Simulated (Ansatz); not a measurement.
**AlBr2Cl: up Jacob's ladder to CCSD(T)**

One table from this session's results is given with a row withheld; the runs are named, their logs left out.

Method: functionals in def2-TZVPP, the program's frozen cores in correlated methods; program: Ansatz 0.2.0, Gaussian basis.

The runs, in order: LDA (SPW92), PBE-D4, revPBE-D4, BLYP-D4, r2SCAN-D4, B97M-V, PBE0-D4, B3LYP-D4, r2SCANh-D4, r2SCAN0-D4, HSE06-D4, BHLYP-D4, CAM-B3LYP-D4, LC-ωPBE, ωB97X-V, ωB97M-V, B2PLYP, PBE-QIDH; CCSD(T)/def2-SVP; CCSD(T)/def2-TZVPP; CCSD(T)/def2-QZVPP; extrapolation to the limit; RPA on PBE.

## Structure used throughout

All runs share one geometry, relaxed beforehand with PBE0-D4 in a triple-zeta def2 set.

SMILES `[Cl][Al]([Br])[Br]`, 4 atoms, charge 0, spin multiplicity 1.

Atoms are counted from 1 here; the program's logs count them from 0.

Bond lengths: Cl1–Al2 2.072 Å, Al2–Br3 2.227 Å, Al2–Br4 2.227 Å. Angles: Cl1–Al2–Br3 119.8°, Cl1–Al2–Br4 119.8°, Br3–Al2–Br4 120.4°.

Set-up of the first run:

Contents of in.yaml:

```yaml
crystal:
  periodic: [false, false, false]
  atoms:
    - {symbol: Cl, position_ang: [-0.050313, 0.489434, 2.040143]}
    - {symbol: Al, position_ang: [0.012606, -0.006698, 0.029445]}
    - {symbol: Br, position_ang: [1.155827, -1.799259, -0.633216]}
    - {symbol: Br, position_ang: [-1.062620, 1.256223, -1.456571]}
basis:
  gaussian: {orbitals: def2-TZVPP}
hamiltonian: {xc: lda}
output: {orbitals: {seedname: orbitals}}
```

Run with:

```
ansatz run in.yaml --threads 2 --pin off --events-out ev --progress --plain --max-ram 32768MiB --backend cpu
```

Steps of the session up to this table: LDA; PBE-D4 (GGA); revPBE-D4 (GGA); BLYP-D4 (GGA); r2SCAN-D4 (meta-GGA); B97M-V (meta-GGA); B3LYP-D4 (hybrid); r2SCANh-D4 (hybrid); r2SCAN0-D4 (hybrid); HSE06-D4 (hybrid); BHLYP-D4 (hybrid); CAM-B3LYP-D4 (range-separated); LC-ωPBE (range-separated); ωB97X-V (range-separated); ωB97M-V (range-separated); B2PLYP (double hybrid); PBE-QIDH (double hybrid).

One of the session's tables, all rows but one given; the rest of the session is left out.

It belongs to the step «Frontier levels by functional». 

| functional | HOMO (eV) | LUMO (eV) | gap (eV) |
| --- | --- | --- | --- |
| LDA (SPW92) | -7.65 | -2.60 | 5.05 |
| PBE-D4 | -7.48 | -2.29 | 5.19 |
| revPBE-D4 | -7.42 | -2.14 | 5.28 |
| BLYP-D4 | -7.28 | -2.19 | 5.09 |
| r2SCAN-D4 | -7.83 | -1.88 | 5.95 |
| B97M-V | -7.87 | -1.92 | 5.96 |
| PBE0-D4 | -8.78 | -1.46 | 7.32 |
| B3LYP-D4 | ? | ? | ? |
| r2SCANh-D4 | -8.30 | -1.62 | 6.68 |
| r2SCAN0-D4 | -9.01 | -1.23 | 7.78 |
| HSE06-D4 | -8.38 | -1.83 | 6.55 |
| BHLYP-D4 | -9.89 | -0.61 | 9.28 |
| CAM-B3LYP-D4 | -10.08 | -0.51 | 9.57 |
| LC-ωPBE | -11.51 | 0.69 | 12.19 |
| ωB97X-V | -11.12 | 0.57 | 11.69 |
| ωB97M-V | -10.97 | 0.29 | 11.26 |

Q: Estimate the row for B3LYP-D4 from the others.

Worked estimate for «HOMO (eV)». Against the share of exact exchange, BLYP-D4 (0, -7.28), BHLYP-D4 (0.5, -9.89) give a slope of -5.22 per unit share; at 0.2 the line stands at -8.32.

**Answer.** HOMO (eV): -8.49; LUMO (eV): -1.71; gap (eV): 6.78. In «HOMO (eV)» the line misses by +0.17.
